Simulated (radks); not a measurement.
# Valence configurations of Cd

An exercise on one series of results from a longer session: the logs are not shown, and one member is left open.

Method: non-relativistic Kohn-Sham, PBE, spin-polarised, spherical densities, point nucleus; open shells are filled with parallel spins first. Code: radks (a radial shooting solver on a logarithmic mesh, Libxc functionals) version 1.

### Starting point

```
element       : cadmium (Z = 48)
charge        : 0
electrons     : 48
configuration : [Kr] 4d10 5s2
others tried  : 4d9 5s2 5p1; 4d10 5s1 5p1; 4d8 5s2 5p2; 4d8 5s1 5p3; 4d6 5s1 5p5; 4d10 5s1.5 5p0.5; 4d7.5 5s1 5p3.5; 4d10 5p2; 4d8 5p4
```

The outer shells:

Cd
```
[Kr] core
4d [↑↓][↑↓][↑↓][↑↓][↑↓]
5s [↑↓]
```

The first run:

Settings of this run:

```text
Z 48
configuration [Kr] 4d10 5s2
relativity non-relativistic
functional pbe,pbe
spin polarised
nucleus point
```

Among the steps run: [Kr] 4d10 5s2.

One of the session's tables, all rows but one given; the rest of the session is left out.

It belongs to the step «[Kr] 4d10 5s2». From the orbitals of this run (lengths in bohr):

```
level     <r>  outermost maximum (interpolated)  90 % within  nodes
   2p  0.1173                            0.0913        0.190      0
   3s  0.3712                             0.336        0.545      2
   3p  0.3628                             0.323        0.545      1
   3d       ?                                 ?            ?      ?
   4s  0.9098                             0.822         1.32      3
   4p  0.9738                             0.857         1.44      2
   4d   1.274                             0.975         2.03      1
   5s   3.033                              2.44         4.62      4
```

Q: Estimate the row for 3d from the others.

The run gave: <r>: 0.3346; outermost maximum (interpolated): 0.266; 90 % within: 0.528; nodes: 0. In the column «<r>» it lies between 2p (0.1173) and 3p (0.3628).

To keep in mind: Relativity is left out, which favours d and f over s occupation in heavy atoms.
